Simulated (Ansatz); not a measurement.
# ZrH₃+ (quintet): from Hartree-Fock to the top rungs, def2-TZVPP

The task here is to estimate one member of a computed series from the others.

Program: Ansatz 0.2.0, Gaussian basis. Level of theory: def2-TZVPP, core rule «outside noble gas», up to 4 orbitals frozen. These are calculated values, not measurements.

To be run: UHF; ROHF; CCSD(T) on UHF.

**The geometry**

The geometry is a PBE0/def2-TZVP stationary point (not a proven minimum) of the parent state, kept for this charge and spin. No spin-orbit coupling is included. Elements past krypton take def2 core potentials.

4 atoms, charge 1, spin multiplicity 5.

Atoms are counted from 1 here; the program's logs count them from 0.

Bond lengths: Zr1–H2 2.446 Å, Zr1–H3 2.050 Å, Zr1–H4 2.050 Å, H3–H4 0.811 Å. Angles: H2–Zr1–H3 168.6°, H2–Zr1–H4 168.6°, H3–Zr1–H4 22.8°, Zr1–H3–H4 78.6°, Zr1–H4–H3 78.6°.

Set-up of the first run:

Input file in.yaml:

```yaml
crystal:
  periodic: [false, false, false]
  atoms:
    - {symbol: Zr, position_ang: [0.000000, 0.000000, -0.016822]}
    - {symbol: H, position_ang: [0.000000, 0.000000, -2.463315]}
    - {symbol: H, position_ang: [0.000000, 0.405660, 1.992908]}
    - {symbol: H, position_ang: [0.000000, -0.405660, 1.992908]}
basis:
  gaussian: {orbitals: def2-TZVPP}
total_charge: 1
magnetization: {spin_polarized: true, initial_magnetization: 4}
hamiltonian: {xc: hf}
output: {orbitals: {seedname: orbitals}}
```

Run with:

```console
$ ansatz run in.yaml --threads 1 --pin off --events-out ev --progress --plain --max-ram 4096MiB --backend cpu
```

Steps of the session up to this table: UHF; ROHF; CCSD(T) on UHF.

One table of the session follows, with a row left open; its other results are not shown here.

It belongs to the step «Misses and costs». 

| method | from UCCSD(T) (kJ/mol) |
| --- | --- |
| ROHF | +207.8 |
| UHF | ? |
| UMP2 | +40.5 |
| UCCSD | +3.2 |
| UCCSD(T) | 0 |

Q: Estimate the row for UHF from the others.

**Answer.** from UCCSD(T) (kJ/mol): +194.6. In the column «from UCCSD(T) (kJ/mol)» it lies between UMP2 (+40.5) and ROHF (+207.8).

To keep in mind: Warnings: coupled cluster took another determinant than the lowest.
